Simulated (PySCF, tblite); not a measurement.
# C7H8ClP: infrared bands and NMR shifts

Aim: predict the infrared bands and NMR shifts of C7H8ClP (`Cc1ccc(Cl)c(C)p1`).

Computed with tblite 0.8.0 and PySCF 2.14.0, with density-fitted response routines of our own, on a single molecule in the gas phase. Atoms are numbered from 0 throughout.

## 1. Starting geometry

17 atoms, charge 0, multiplicity 1; geometry from: GFN2-xTB.

Bonds of the start (Å): C0–C1 1.50, C1–C2 1.38, C2–C3 1.38, C3–C4 1.39, C4–Cl5 1.74, C4–C6 1.38, C6–C7 1.50, C6–P8 1.75, P8–C1 1.74, C0–H9 1.09, C0–H10 1.09, C0–H11 1.09, C2–H12 1.08, C3–H13 1.08, C7–H14 1.09, C7–H15 1.09, C7–H16 1.09.

## 2. Infrared spectrum with GFN2-xTB

What the job is given:

```
{"job": {"kind": "ir", "xc": "GFN2-xTB", "basis": "xTB"}, "charge": 0, "multiplicity": 1}
C     -2.661129    -1.064368    -0.485401
C     -1.346316    -0.399190    -0.190548
C     -1.340692     0.884214     0.325908
C     -0.194709     1.593005     0.634989
C      1.076167     1.069851     0.450995
Cl     2.416445     2.094393     0.890998
C      1.351900    -0.188752    -0.048729
C      2.770571    -0.650009    -0.202678
P      0.100938    -1.310668    -0.526323
H     -3.229691    -0.482892    -1.211122
H     -2.506882    -2.064146    -0.886704
H     -3.261229    -1.142783     0.421132
H     -2.294839     1.366118     0.500168
H     -0.286352     2.591442     1.034931
H      2.801330    -1.658776    -0.609542
H      3.279760    -0.642183     0.760982
H      3.317729     0.016775    -0.868965
```

**Question.** This job is followed by: GIAO PBE0/pcSseg-1 NMR shielding, non-relativistic, gas phase. What will the session give for the following? strongest single infrared mode (GFN2-xTB); zero-point energy (GFN2-xTB); 13C shifts against TMS (PBE0/pcSseg-1); 1H shifts against TMS (PBE0/pcSseg-1, means over atoms taken as alike); 35Cl shifts against HCl (PBE0/pcSseg-1); 31P shifts against H3PO4 (PBE0/pcSseg-1).

**Answer**, as computed:

| quantity | value |
| --- | --- |
| strongest single infrared mode (GFN2-xTB) | 1393 cm⁻¹, 43 km/mol |
| zero-point energy (GFN2-xTB) | 79.7 kcal/mol |
| 13C shifts against TMS (PBE0/pcSseg-1) | 179.6, 175.6, 147.5, 139.6, 137.5, 27.6, 26.2 ppm |
| 1H shifts against TMS (PBE0/pcSseg-1, means over atoms taken as alike) | 7.89, 7.75, 2.80, 2.80 ppm |
| 35Cl shifts against HCl (PBE0/pcSseg-1) | 250 ppm |
| 31P shifts against H3PO4 (PBE0/pcSseg-1) | 230.9 ppm |

**Reading.** All 45 modes are real, so the xTB geometry is a minimum. The strongest single mode, at 1393 cm⁻¹, is spread over several atoms, C6, C4, C2, C1 among them. Unscaled tight-binding wavenumbers are off by several per cent, some by more. Its intensities can rank the bands wrongly. At PBE0/pcSseg-1: Shielding is most anisotropic at P8 (span 536 ppm, paramagnetic term -883 ppm). NICS(1)zz of -24 ppm above the planar ring from C1 marks a diatropic (aromatic) ring current.
